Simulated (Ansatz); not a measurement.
# AlF3H5NSi: a ladder of functionals and wavefunction methods

The task here is to estimate one member of a computed series from the others.

Program: Ansatz 0.2.0, Gaussian basis. Level of theory: functionals in def2-TZVPP, the program's frozen cores in correlated methods. These are calculated values, not measurements.

The runs, in order: LDA (SPW92), PBE-D4, revPBE-D4, BLYP-D4, r2SCAN-D4, B97M-V, PBE0-D4, B3LYP-D4, r2SCANh-D4, r2SCAN0-D4, HSE06-D4, BHLYP-D4, CAM-B3LYP-D4, LC-ωPBE, ωB97X-V, ωB97M-V, B2PLYP, PBE-QIDH; CCSD(T)/def2-SVP; CCSD(T)/def2-TZVPP; MP2/def2-QZVPP; extrapolation to the limit; RPA on PBE.

## The geometry

All runs share one geometry, relaxed beforehand with PBE0-D4 in a triple-zeta def2 set.

SMILES `[F][Al-]([F])([F])[NH2+][SiH3]`, 11 atoms, charge 0, spin multiplicity 1.

Atoms are counted from 1 here; the program's logs count them from 0.

Bond lengths: F1–Al2 1.656 Å, Al2–F3 1.663 Å, Al2–F4 1.656 Å, Al2–N5 1.990 Å, N5–Si6 1.807 Å, N5–H7 1.018 Å, N5–H8 1.018 Å, Si6–H9 1.474 Å, Si6–H10 1.485 Å, Si6–H11 1.474 Å. Angles: F1–Al2–F3 116.2°, F1–Al2–F4 117.2°, F1–Al2–N5 101.5°, F3–Al2–F4 116.2°, F3–Al2–N5 99.4°, F4–Al2–N5 101.6°, Al2–N5–Si6 113.2°, Al2–N5–H7 106.7°, Al2–N5–H8 106.7°, Si6–N5–H7 111.6°, Si6–N5–H8 111.6°, H7–N5–H8 106.5°, N5–Si6–H9 106.8°, N5–Si6–H10 107.2°, N5–Si6–H11 106.8°, H9–Si6–H10 110.6°, H9–Si6–H11 114.5°, H10–Si6–H11 110.6°.

The first run:

in.yaml reads:

```yaml
crystal:
  periodic: [false, false, false]
  atoms:
    - {symbol: F, position_ang: [-1.957027, -1.872712, -0.411143]}
    - {symbol: Al, position_ang: [-0.342236, -1.626263, -0.138280]}
    - {symbol: F, position_ang: [0.122377, -1.499472, 1.453180]}
    - {symbol: F, position_ang: [0.722544, -2.388255, -1.152342]}
    - {symbol: N, position_ang: [-0.130107, 0.273539, -0.691939]}
    - {symbol: Si, position_ang: [0.439798, 1.345370, 0.646016]}
    - {symbol: H, position_ang: [0.515967, 0.279400, -1.478583]}
    - {symbol: H, position_ang: [-1.031648, 0.575106, -1.055981]}
    - {symbol: H, position_ang: [1.764631, 0.846259, 1.055890]}
    - {symbol: H, position_ang: [0.548459, 2.718347, 0.091906]}
    - {symbol: H, position_ang: [-0.587357, 1.291681, 1.701676]}
basis:
  gaussian: {orbitals: def2-TZVPP}
hamiltonian: {xc: lda}
output: {orbitals: {seedname: orbitals}}
```

Started as:

```bash
ansatz run in.yaml --threads 4 --pin off --events-out ev --progress --plain --max-ram 10444MiB
```

Among the steps run: LDA; PBE-D4 (GGA); revPBE-D4 (GGA); BLYP-D4 (GGA); r2SCAN-D4 (meta-GGA); B97M-V (meta-GGA); B3LYP-D4 (hybrid); r2SCANh-D4 (hybrid); r2SCAN0-D4 (hybrid); HSE06-D4 (hybrid); BHLYP-D4 (hybrid); CAM-B3LYP-D4 (range-separated); LC-ωPBE (range-separated); ωB97X-V (range-separated); ωB97M-V (range-separated); B2PLYP (double hybrid); PBE-QIDH (double hybrid).

One of the session's tables, all rows but one given; the rest of the session is left out.

It belongs to the step «Orbital energies across the functionals». 

| functional | HOMO (eV) | gap (eV) |
| --- | --- | --- |
| LDA (SPW92) | -8.61 | 6.60 |
| PBE-D4 | -8.34 | 6.56 |
| revPBE-D4 | -8.25 | 6.57 |
| BLYP-D4 | -8.29 | 6.58 |
| r2SCAN-D4 | -8.84 | 7.51 |
| B97M-V | -8.96 | 7.31 |
| PBE0-D4 | ? | ? |
| B3LYP-D4 | -9.95 | 8.75 |
| r2SCANh-D4 | -9.57 | 8.52 |
| r2SCAN0-D4 | -10.43 | 9.78 |
| HSE06-D4 | -9.76 | 8.45 |
| BHLYP-D4 | -11.62 | 11.44 |
| CAM-B3LYP-D4 | -11.63 | 11.59 |
| LC-ωPBE | -12.99 | 14.20 |
| ωB97X-V | -12.64 | 13.67 |
| ωB97M-V | -12.47 | 13.13 |

Q: Estimate the row for PBE0-D4 from the others.

As computed: HOMO (eV): -10.17; gap (eV): 9.23. In the column «HOMO (eV)» it lies between r2SCAN0-D4 (-10.43) and B3LYP-D4 (-9.95).
